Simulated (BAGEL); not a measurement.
# C2H3F2Si (SMILES [H]/[C]=C\[SiH](F)F) at UHF/3-21G (density fitting with qzvpp-jkfit)

What is the energy change on altering one bond length of C2H3F2Si at UHF/3-21G (density fitting with qzvpp-jkfit)? 

The results are computed with BAGEL 1.2.2.

## 1. The system as given

C2H3F2Si has 8 atoms, charge 0, and is taken as a doublet. SMILES: `[H]/[C]=C\[SiH](F)F`. Geometry: relaxed at PBE0-D4/def2-TZVP. This is one conformer, not always the lowest.

Bond lengths: C1–C2 1.305 Å, C2–Si3 1.846 Å, Si3–F4 1.588 Å, Si3–F5 1.588 Å, C1–H6 1.082 Å, C2–H7 1.091 Å, Si3–H8 1.473 Å. Angles: C1–C2–Si3 118.6°, C2–Si3–F4 110.3°, C2–Si3–F5 110.3°, F4–Si3–F5 106.1°, C1–C2–H7 120.9°, Si3–C2–H7 120.5°, C2–C1–H6 137.0°, C2–Si3–H8 112.0°, F4–Si3–H8 109.0°, F5–Si3–H8 108.9°.

## 2. The energy at UHF/3-21G (density fitting with qzvpp-jkfit)

File input.json:

```json
{ "bagel": [

{
  "title": "molecule",
  "basis": "3-21g",
  "df_basis": "qzvpp-jkfit",
  "angstrom": "true",
  "geometry": [
    { "atom": "C", "xyz": [    0.855200,    0.475100,    1.494400 ] },
    { "atom": "C", "xyz": [    0.948700,    0.119800,    0.241900 ] },
    { "atom": "Si", "xyz": [   -0.602400,   -0.240700,   -0.691900 ] },
    { "atom": "F", "xyz": [   -0.572000,   -1.723000,   -1.260300 ] },
    { "atom": "F", "xyz": [   -0.719900,    0.713400,   -1.955600 ] },
    { "atom": "H", "xyz": [    0.063700,    0.635800,    2.215100 ] },
    { "atom": "H", "xyz": [    1.921500,    0.036900,   -0.245900 ] },
    { "atom": "H", "xyz": [   -1.802600,   -0.074200,    0.146400 ] }
  ]
},
{
  "title": "uhf",
  "nopen": 1
},
{
  "title": "print",
  "file": "orbitals.molden",
  "orbitals": "true"
}

]}
```

The run is started by

```bash
$ BAGEL_NUM_THREADS=1 BAGEL input.json > input.out
```

The program printed:

```text
* using 1 threads per process

  ===============================================================
  ===============================================================

  *** Geometry ***

  { "atom" : "C", "xyz" : [      1.616094,      0.897809,      2.824007 ] },
  { "atom" : "C", "xyz" : [      1.792783,      0.226389,      0.457125 ] },
  { "atom" : "Si", "xyz" : [     -1.138371,     -0.454857,     -1.307502 ] },
  { "atom" : "F", "xyz" : [     -1.080923,     -3.255998,     -2.381622 ] },
  { "atom" : "F", "xyz" : [     -1.360414,      1.348131,     -3.695548 ] },
  { "atom" : "H", "xyz" : [      0.120376,      1.201488,      4.185932 ] },
  { "atom" : "H", "xyz" : [      3.631109,      0.069731,     -0.464684 ] },
  { "atom" : "H", "xyz" : [     -3.406420,     -0.140218,      0.276656 ] },

  Number of auxiliary basis functions:      486

  Since a DF basis is specified, we compute 2- and 3-index integrals:
    o Being stored without compression. Storage requirement is 0.012 GB

  Number of basis functions:       55
  Number of electrons      :       47

    * METHOD: MOLECULE                             0.17

  *** Open-shell HF ***

  === Nuclear Repulsion ===
   221.9496659392

      * DIIS with orbital gradients will be used.

  === UHF iteration (3-21g) ===
      0       -562.11989709          0.05005045           0.08
      1       -562.26394242          0.02738380           0.07
      2       -562.29689506          0.01499486           0.07
      3       -562.30954404          0.00171555           0.07
      4       -562.31129647          0.00065001           0.07
      5       -562.31197301          0.00027721           0.07
      6       -562.31281299          0.00014754           0.07
      7       -562.31345220          0.00010003           0.07
      8       -562.31414846          0.00008879           0.07
      9       -562.31515882          0.00008054           0.07
     10       -562.31548024          0.00006038           0.07
     11       -562.31550551          0.00002951           0.07
     12       -562.31554109          0.00001486           0.07
     13       -562.31554118          0.00000647           0.07
     14       -562.31554357          0.00000245           0.07
     15       -562.31554416          0.00000079           0.07
     16       -562.31554421          0.00000021           0.07
     17       -562.31554421          0.00000012           0.07
     18       -562.31554421          0.00000011           0.07
     19       -562.31554421          0.00000006           0.07
     20       -562.31554421          0.00000002           0.07
     21       -562.31554421          0.00000001           0.07
     22       -562.31554421          0.00000000           0.07
    * SCF iteration converged.

    * S^2 (UHF) is 0.9593

    * Permanent dipole moment:
           (   -0.066825,    -0.284772,    -0.981597) a.u.

    * METHOD: UHF                                  1.77

    * METHOD: PRINT                                0.01

  ===============================================================
```

It took 2.2 s on 1 thread of Intel Xeon Platinum 8488C (Sapphire Rapids), shared host; peak memory 0.089 GiB.

## 3. The distorted shape at the same level

File input.json:

```json
{ "bagel" : [

{
  "title" : "molecule",
  "basis" : "3-21g",
  "df_basis" : "qzvpp-jkfit",
  "angstrom" : "true",
  "geometry" : [
    { "atom" : "C", "xyz" : [    0.839999,    1.216296,    1.778618 ] },
    { "atom" : "C", "xyz" : [    0.933499,    0.860996,    0.526118 ] },
    { "atom" : "Si", "xyz" : [   -0.617601,    0.500496,   -0.407682 ] },
    { "atom" : "F", "xyz" : [   -0.572000,   -1.723000,   -1.260300 ] },
    { "atom" : "F", "xyz" : [   -0.735101,    1.454596,   -1.671382 ] },
    { "atom" : "H", "xyz" : [    0.048499,    1.376996,    2.499318 ] },
    { "atom" : "H", "xyz" : [    1.906299,    0.778096,    0.038318 ] },
    { "atom" : "H", "xyz" : [   -1.817801,    0.666996,    0.430618 ] }
  ]
},
{
  "title" : "uhf",
  "nopen" : 1
},
{
  "title" : "print",
  "file" : "orbitals.molden",
  "orbitals" : "true"
}

]}
```

The run is started by

```bash
$ BAGEL_NUM_THREADS=1 BAGEL input.json > input.out
```

The program printed:

```text
* using 1 threads per process

  ===============================================================
  ===============================================================

  *** Geometry ***

  { "atom" : "C", "xyz" : [      1.587368,      2.298466,      3.361101 ] },
  { "atom" : "C", "xyz" : [      1.764057,      1.627047,      0.994219 ] },
  { "atom" : "Si", "xyz" : [     -1.167097,      0.945800,     -0.770407 ] },
  { "atom" : "F", "xyz" : [     -1.080923,     -3.255998,     -2.381622 ] },
  { "atom" : "F", "xyz" : [     -1.389140,      2.748788,     -3.158454 ] },
  { "atom" : "H", "xyz" : [      0.091650,      2.602145,      4.723027 ] },
  { "atom" : "H", "xyz" : [      3.602383,      1.470388,      0.072411 ] },
  { "atom" : "H", "xyz" : [     -3.435146,      1.260440,      0.813750 ] },

  Number of auxiliary basis functions:      486

  Since a DF basis is specified, we compute 2- and 3-index integrals:
    o Being stored without compression. Storage requirement is 0.012 GB

  Number of basis functions:       55
  Number of electrons      :       47

    * METHOD: MOLECULE                             0.17

  *** Open-shell HF ***

  === Nuclear Repulsion ===
   200.6194232072

      * DIIS with orbital gradients will be used.

  === UHF iteration (3-21g) ===
      0       -561.86319713          0.05735565           0.08
      1       -562.02549643          0.04470258           0.07
      2       -562.10104116          0.03120829           0.07
      3       -562.16068875          0.00250241           0.07
      4       -562.16299525          0.00121013           0.07
      5       -562.16412175          0.00054107           0.07
      6       -562.16494659          0.00018922           0.07
      7       -562.16577077          0.00012676           0.07
      8       -562.16646918          0.00010717           0.07
      9       -562.16721800          0.00010186           0.07
[... 36 lines of this table left out ...]
     46       -562.16793380          0.00000004           0.07
     47       -562.16793380          0.00000002           0.07
     48       -562.16793380          0.00000001           0.07
     49       -562.16793380          0.00000001           0.07
    * SCF iteration converged.

    * S^2 (UHF) is 0.9638

    * Permanent dipole moment:
           (   -0.116543,    -1.369795,    -1.518503) a.u.

    * METHOD: UHF                                  3.79

    * METHOD: PRINT                                0.01

  ===============================================================
```

It took 4.2 s on 1 thread of Intel Xeon Platinum 8488C (Sapphire Rapids), shared host; peak memory 0.089 GiB.

## 4. Results

Level: UHF/3-21G (density fitting with qzvpp-jkfit).

| quantity | value |
| --- | --- |
| first shape: total energy | -562.31554 Eh |
| first shape: dipole moment | 2.60 D |
| first shape: ⟨S²⟩ | 0.959 |
| distorted shape: total energy | -562.16793 Eh |
| distorted shape: dipole moment | 5.21 D |
| distorted shape: ⟨S²⟩ | 0.964 |
| energy change with the Si3–F4 bond stretched from 1.588 to 2.382 Å | 4.017 eV |

**Reading.** With the Si3–F4 bond stretched from 1.588 to 2.382 Å the energy rises by 4.02 eV (388 kJ/mol). The first shape isn't relaxed at this level, so the change isn't measured from a minimum. ⟨S²⟩ (first shape) is 0.96 where a pure doublet has 0.75: the reference is spin-contaminated. ⟨S²⟩ (distorted shape) is 0.96 where a pure doublet has 0.75: the reference is spin-contaminated.
